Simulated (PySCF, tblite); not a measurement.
# C6H9NO2Si: geometry, infrared bands and NMR shifts

Aim: predict the infrared bands and NMR shifts of C6H9NO2Si (`CC[Si@@H]1C(=O)C=C1NC=O`).

Programs: tblite 0.8.0 and PySCF 2.14.0, with density-fitted response routines of our own. Each step states its level of theory. These are calculated values for one molecule in the gas phase, unless marked as measured. Atoms are numbered from 0 throughout.

**1. The starting structure**

19 atoms, charge 0, multiplicity 1; geometry from: force field or distance geometry start.

Bonds of the start (Å): C0–C1 1.54, C1–Si2 1.85, Si2–C3 1.79, C3–O4 1.23, C3–C5 1.49, C5–C6 1.37, C6–N7 1.49, N7–C8 1.37, C8–O9 1.23, C6–Si2 1.90, C0–H10 1.08, C0–H11 1.10, C0–H12 1.10, C1–H13 1.09, C1–H14 1.09, Si2–H15 1.49, C5–H16 1.09, N7–H17 1.01, C8–H18 1.10.

**2. Geometry optimisation with GFN2-xTB**

What the job is given:

```
{"job": {"kind": "relax", "xc": "GFN2-xTB", "basis": "xTB"}, "charge": 0, "multiplicity": 1}
C     -1.377700     0.646700     1.783100
C     -1.694100     0.810300     0.289400
Si    -0.843800    -0.378400    -0.847000
C     -0.687400    -2.080700    -0.330700
O     -1.542000    -2.945600    -0.176500
C      0.784200    -2.024700    -0.133400
C      0.987000    -0.711100    -0.460200
N      2.226200     0.118800    -0.481000
C      2.249100     1.444600    -0.822800
O      1.280200     2.139700    -1.126600
H     -0.323800     0.792000     1.992100
H     -1.947900     1.390600     2.363700
H     -1.677900    -0.341100     2.160000
H     -1.425900     1.828400     0.001100
H     -2.776600     0.725700     0.163600
H     -1.102900    -0.139800    -2.290600
H      1.500800    -2.783200     0.193900
H      3.094100    -0.338700    -0.236700
H      3.268800     1.855700    -0.777800
```

On the command line:

```sh
$ OMP_NUM_THREADS=1 python probes_run.py task.json out
```

This one command runs all jobs of the session in turn.

**Question.** This job is followed by: GFN2-xTB harmonic vibrations, gas phase; GIAO PBE0/pcSseg-1 NMR shielding, non-relativistic, gas phase. Predict these results of the whole session: strongest single infrared mode (GFN2-xTB); zero-point energy (GFN2-xTB); ¹³C shifts against TMS (PBE0/pcSseg-1); ¹H shifts against TMS (PBE0/pcSseg-1, means over atoms taken as alike); ²⁹Si shifts against TMS (PBE0/pcSseg-1); ¹⁷O shifts against H2O (PBE0/pcSseg-1); ¹⁵N shifts against NH3 (PBE0/pcSseg-1).

**Answer**, as computed:

| quantity | value |
| --- | --- |
| strongest single infrared mode (GFN2-xTB) | 1727 cm⁻¹, 461 km/mol |
| zero-point energy (GFN2-xTB) | 87.3 kcal/mol |
| ¹³C shifts against TMS (PBE0/pcSseg-1) | 224.0, 181.5, 161.1, 143.4, 10.0, 8.8 ppm |
| ¹H shifts against TMS (PBE0/pcSseg-1, means over atoms taken as alike) | 8.24, 7.49, 6.61, 5.63, 1.35, 1.04, 0.94 ppm |
| ²⁹Si shifts against TMS (PBE0/pcSseg-1) | 9.4 ppm |
| ¹⁷O shifts against H2O (PBE0/pcSseg-1) | 726.1, 439.6 ppm |
| ¹⁵N shifts against NH3 (PBE0/pcSseg-1) | 174.7 ppm |

In words: Relaxing lowered the energy by 0.798 eV in 67 steps; the close pair that moved most is Si2–C3, from 1.786 to 1.970 Å. No mode is imaginary among the 51: a minimum at this level. The strongest single mode, at 1727 cm⁻¹, moves mainly C8 and O9. GFN2-xTB is a fitted tight-binding method: band positions and strengths are rough. Its intensities can rank the bands wrongly. At PBE0/pcSseg-1: The widest tensor belongs to O4: span 1430 ppm, with a paramagnetic part of -787 ppm.
